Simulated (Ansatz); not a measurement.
# B27SeN26 (Qingsongite): the cost of one run

Method: DFT, PBE, plane-wave PAW, default files, scalar-relativistic, as far as a step names no other, in Ansatz 0.2.0.

1 further run of the same task is left out (it didn't finish).

**1. Starting point**

It takes space group F-43m (No. 216, cubic). The conventional cell has a = 10.845 Å, b = 10.845 Å, c = 10.845 Å, α = 90.00°, β = 90.00°, γ = 90.00°. B (site symmetry 3m) is surrounded by 1 Se at 1.57 Å and 3 N at 1.57 Å. B (site symmetry 2mm) has 4 N at 1.57 Å as nearest neighbours. Around B (site symmetry m) lie 4 N at 1.57 Å. B (site symmetry -43m) is surrounded by 4 N at 1.57 Å. B (site symmetry 3m) has 4 N at 1.57 Å as nearest neighbours. Se (site symmetry -43m) is surrounded by 4 B at 1.57 Å. N (site symmetry m) is surrounded by 4 B at 1.57 Å. N (site symmetry 3m) has 4 B at 1.57 Å as nearest neighbours. Only part of the 10 independent sites is listed.

Structure file:

```
B Se N
1.0
     0.00000    5.42250    5.42250
     5.42250    0.00000    5.42250
     5.42250    5.42250    0.00000
B Se N
27 1 26
Direct
  0.00000 0.00000 0.00000
  0.00000 0.00000 0.33333
  0.00000 0.00000 0.66667
  0.00000 0.33333 0.00000
  0.00000 0.33333 0.33333
  0.00000 0.33333 0.66667
  0.00000 0.66667 0.00000
  0.00000 0.66667 0.33333
  0.00000 0.66667 0.66667
  0.33333 0.00000 0.00000
  0.33333 0.00000 0.33333
  0.33333 0.00000 0.66667
  0.33333 0.33333 0.00000
  0.33333 0.33333 0.33333
  0.33333 0.33333 0.66667
  0.33333 0.66667 0.00000
  0.33333 0.66667 0.33333
  0.33333 0.66667 0.66667
  0.66667 0.00000 0.00000
  0.66667 0.00000 0.33333
  0.66667 0.00000 0.66667
  0.66667 0.33333 0.00000
  0.66667 0.33333 0.33333
  0.66667 0.33333 0.66667
  0.66667 0.66667 0.00000
  0.66667 0.66667 0.33333
  0.66667 0.66667 0.66667
  0.08333 0.08333 0.08333
  0.08333 0.08333 0.41667
  0.08333 0.08333 0.75000
  0.08333 0.41667 0.08333
  0.08333 0.41667 0.41667
  0.08333 0.41667 0.75000
  0.08333 0.75000 0.08333
  0.08333 0.75000 0.41667
  0.08333 0.75000 0.75000
  0.41667 0.08333 0.08333
  0.41667 0.08333 0.41667
  0.41667 0.08333 0.75000
  0.41667 0.41667 0.08333
  0.41667 0.41667 0.41667
  0.41667 0.41667 0.75000
  0.41667 0.75000 0.08333
  0.41667 0.75000 0.41667
  0.41667 0.75000 0.75000
  0.75000 0.08333 0.08333
  0.75000 0.08333 0.41667
  0.75000 0.08333 0.75000
  0.75000 0.41667 0.08333
  0.75000 0.41667 0.41667
  0.75000 0.41667 0.75000
  0.75000 0.75000 0.08333
  0.75000 0.75000 0.41667
  0.75000 0.75000 0.75000
```

Atom 28 of the input is the impurity.

**2. Single point at the given positions**

Contents of input.yaml:

```yaml
crystal:
  lattice:
    - [0.0, 5.4225, 5.4225]
    - [5.4225, 0.0, 5.4225]
    - [5.4225, 5.4225, 0.0]
  atoms:
    - { symbol: B, position: [0.0, 0.0, 0.0] }
    - { symbol: B, position: [0.0, 0.0, 0.3333333333] }
    - { symbol: B, position: [0.0, 0.0, 0.6666666667] }
    - { symbol: B, position: [0.0, 0.3333333333, 0.0] }
    - { symbol: B, position: [0.0, 0.3333333333, 0.3333333333] }
    - { symbol: B, position: [0.0, 0.3333333333, 0.6666666667] }
    - { symbol: B, position: [0.0, 0.6666666667, 0.0] }
    - { symbol: B, position: [0.0, 0.6666666667, 0.3333333333] }
    - { symbol: B, position: [0.0, 0.6666666667, 0.6666666667] }
    - { symbol: B, position: [0.3333333333, 0.0, 0.0] }
    - { symbol: B, position: [0.3333333333, 0.0, 0.3333333333] }
    - { symbol: B, position: [0.3333333333, 0.0, 0.6666666667] }
    - { symbol: B, position: [0.3333333333, 0.3333333333, 0.0] }
    - { symbol: B, position: [0.3333333333, 0.3333333333, 0.3333333333] }
    - { symbol: B, position: [0.3333333333, 0.3333333333, 0.6666666667] }
    - { symbol: B, position: [0.3333333333, 0.6666666667, 0.0] }
    - { symbol: B, position: [0.3333333333, 0.6666666667, 0.3333333333] }
    - { symbol: B, position: [0.3333333333, 0.6666666667, 0.6666666667] }
    - { symbol: B, position: [0.6666666667, 0.0, 0.0] }
    - { symbol: B, position: [0.6666666667, 0.0, 0.3333333333] }
    - { symbol: B, position: [0.6666666667, 0.0, 0.6666666667] }
    - { symbol: B, position: [0.6666666667, 0.3333333333, 0.0] }
    - { symbol: B, position: [0.6666666667, 0.3333333333, 0.3333333333] }
    - { symbol: B, position: [0.6666666667, 0.3333333333, 0.6666666667] }
    - { symbol: B, position: [0.6666666667, 0.6666666667, 0.0] }
    - { symbol: B, position: [0.6666666667, 0.6666666667, 0.3333333333] }
    - { symbol: B, position: [0.6666666667, 0.6666666667, 0.6666666667] }
    - { symbol: Se, position: [0.0833333333, 0.0833333333, 0.0833333333] }
    - { symbol: "N", position: [0.0833333333, 0.0833333333, 0.4166666667] }
    - { symbol: "N", position: [0.0833333333, 0.0833333333, 0.75] }
    - { symbol: "N", position: [0.0833333333, 0.4166666667, 0.0833333333] }
    - { symbol: "N", position: [0.0833333333, 0.4166666667, 0.4166666667] }
    - { symbol: "N", position: [0.0833333333, 0.4166666667, 0.75] }
    - { symbol: "N", position: [0.0833333333, 0.75, 0.0833333333] }
    - { symbol: "N", position: [0.0833333333, 0.75, 0.4166666667] }
    - { symbol: "N", position: [0.0833333333, 0.75, 0.75] }
    - { symbol: "N", position: [0.4166666667, 0.0833333333, 0.0833333333] }
    - { symbol: "N", position: [0.4166666667, 0.0833333333, 0.4166666667] }
    - { symbol: "N", position: [0.4166666667, 0.0833333333, 0.75] }
    - { symbol: "N", position: [0.4166666667, 0.4166666667, 0.0833333333] }
    - { symbol: "N", position: [0.4166666667, 0.4166666667, 0.4166666667] }
    - { symbol: "N", position: [0.4166666667, 0.4166666667, 0.75] }
    - { symbol: "N", position: [0.4166666667, 0.75, 0.0833333333] }
    - { symbol: "N", position: [0.4166666667, 0.75, 0.4166666667] }
    - { symbol: "N", position: [0.4166666667, 0.75, 0.75] }
    - { symbol: "N", position: [0.75, 0.0833333333, 0.0833333333] }
    - { symbol: "N", position: [0.75, 0.0833333333, 0.4166666667] }
    - { symbol: "N", position: [0.75, 0.0833333333, 0.75] }
    - { symbol: "N", position: [0.75, 0.4166666667, 0.0833333333] }
    - { symbol: "N", position: [0.75, 0.4166666667, 0.4166666667] }
    - { symbol: "N", position: [0.75, 0.4166666667, 0.75] }
    - { symbol: "N", position: [0.75, 0.75, 0.0833333333] }
    - { symbol: "N", position: [0.75, 0.75, 0.4166666667] }
    - { symbol: "N", position: [0.75, 0.75, 0.75] }
total_charge: 1
kpoints:
  mp_grid: { grid: [3, 3, 3] }
scf:
  occupations: { method: fermi_dirac, width: 0.01 }
hamiltonian:
  xc: pbe
  pseudopotentials: { kind: paw }
output:
  forces: true
  stress: true
  populations: true
  efg:
    quadrupole_moments_barn: { B: 0.04059, "N": 0.02044 }
    contact_densities: true
```

Started as:

```sh
$ ansatz run input.yaml --threads 1 --pin off --max-ram 3072MiB --backend cpu --events-out ev --progress --plain --runs-dir out
```

Q: Estimate wall time and peak memory on 1 thread of Arm Neoverse V2, shared host.

About 39 s, with a peak of 0.71 GiB.
